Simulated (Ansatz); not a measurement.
# H6S2SiSn: vertical energies of changing the electron count, by script

A script is to give vertical energies of changing the electron count; the system is H6S2SiSn.

Program: the Python package of Ansatz 0.2.0. Level of theory: B3LYP/def2-SVPD. These are calculated values, not measurements.

## 1. The structure

Bond lengths: S1–Si2 2.094 Å, Si2–Sn3 2.503 Å, Sn3–S4 2.370 Å, S1–H5 1.430 Å, Si2–H6 1.486 Å, Si2–H7 1.483 Å, Sn3–H8 1.823 Å, Sn3–H9 1.762 Å, S4–H10 1.370 Å. Angles: S1–Si2–Sn3 107.5°, S1–Si2–H6 110.4°, S1–Si2–H7 110.7°, Sn3–Si2–H6 109.8°, Sn3–Si2–H7 109.8°, H6–Si2–H7 108.7°, Si2–S1–H5 93.8°, Si2–Sn3–S4 110.6°, Si2–Sn3–H8 108.4°, Si2–Sn3–H9 108.7°, S4–Sn3–H8 107.6°, S4–Sn3–H9 112.9°, H8–Sn3–H9 108.6°, Sn3–S4–H10 92.8°.

The script holds or builds the structure itself.

## 2. The script

ip_h6s2sisn.py reads:

```python
"""Vertical ionisation energy and electron affinity of H6S2SiSn."""

import ansatz as az

BASIS_SET = "def2-SVPD"
XC = "B3LYP"


def energy(molecule, charge=0, unpaired=0):
    calc = molecule.calculation().basis(gaussian=BASIS_SET).functional(XC).scf(lower_state_search="off")
    if charge:
        calc = calc.charge(charge)
    if unpaired:
        calc = calc.spin("collinear", total=unpaired)
    report = calc.run().report
    if report["published_state_doubts"]:
        print("  doubts:", report["published_state_doubts"])
    return report["free_energy_ev"]


def main() -> None:
    geometry_ang = [
        ("S", (-2.243, 0.9632, 0.7528)),
        ("Si", (-0.1585, 1.036, 0.9356)),
        ("Sn", (0.7518, -1.121, 0.0512)),
        ("S", (0.0545, -1.4634, -2.1881)),
        ("H", (-2.2075, 0.8052, -0.6679)),
        ("H", (0.3907, 2.1728, 0.1515)),
        ("H", (0.2372, 1.2037, 2.3554)),
        ("H", (2.5717, -1.0216, 0.0518)),
        ("H", (0.2611, -2.4255, 1.1291)),
        ("H", (0.4251, -0.2005, -2.5685)),
    ]
    molecule = az.Crystal.molecule()
    for symbol, xyz in geometry_ang:
        molecule = molecule.atom(symbol, xyz)

    # total-energy differences at one geometry
    parent = energy(molecule, 0, 0)
    cation = energy(molecule, 1, 1)
    print(f"E(N)   = {parent:.5f} eV")
    print(f"E(N-1) = {cation:.5f} eV  (1 unpaired)")
    print(f"vertical ionisation energy {cation - parent:.3f} eV")
    anion = energy(molecule, -1, 1)
    print(f"E(N+1) = {anion:.5f} eV  (1 unpaired)")
    print(f"vertical electron affinity {parent - anion:.3f} eV" + ("" if anion < parent else " (unbound in this basis)"))
    print(f"fundamental gap IP - EA = {cation + anion - 2 * parent:.3f} eV")


if __name__ == "__main__":
    main()
```

## 3. The run

Launch:

```console
$ python ip_h6s2sisn.py
```

The program printed:

```text
E(N)   = -35472.95525 eV
E(N-1) = -35464.24445 eV  (1 unpaired)
vertical ionisation energy 8.711 eV
E(N+1) = -35472.79256 eV  (1 unpaired)
vertical electron affinity -0.163 eV (unbound in this basis)
fundamental gap IP - EA = 8.873 eV
```

Wall time 36 s (1 thread of Arm Neoverse V1, shared host); peak memory 0.52 GiB.

Lines on the test bed's own set-up are left out of the output.

## 4. What each run gave

The 3 runs, in the order started:

```tsv
run	system	unpaired or total moment	energy (eV)	<S²>	SCF cycles	CPU time (s)
1	H6S2SiSn	not set	-35472.9552	0.00	18	5.7
2	H6S2SiSn, charge +1	1	-35464.2444	0.76	23	13
3	H6S2SiSn, charge -1	1	-35472.7926	0.75	27	17
```

Totals carry meaning only in balanced differences at one level of theory.

## 5. Summary of results

| quantity | value |
| --- | --- |
| vertical ionisation energy | 8.711 eV |
| vertical electron affinity | -0.163 eV |
| runs compared | 3 |

In words: The ionisation energy is a difference of two total energies at the neutral geometry. The added electron isn't bound in this basis, so the negative affinity reflects the basis as much as the molecule. At this unrelaxed geometry removing an electron costs 8.71 eV and an added one is unbound in this basis (by 0.16 eV). Caveats:
- The geometry is a force-field or estimated start, not a minimum of this method, and the basis set is short of its limit. All parts are taken at fixed geometry, without zero-point energy. At an unrelaxed start these energies can be a whole eV from those at the minimum, and a small affinity can change sign.
- def2 sets replace the cores of elements past krypton by effective core potentials.
- b3lyp holds the VWN-RPA fit, as in Gaussian; the form of ORCA and Turbomole is b3lyp5.
- A negative electron affinity means that the anion is unbound here; its size hangs on the basis and tends to about zero as the basis grows, and so does its part in any gap built on it.
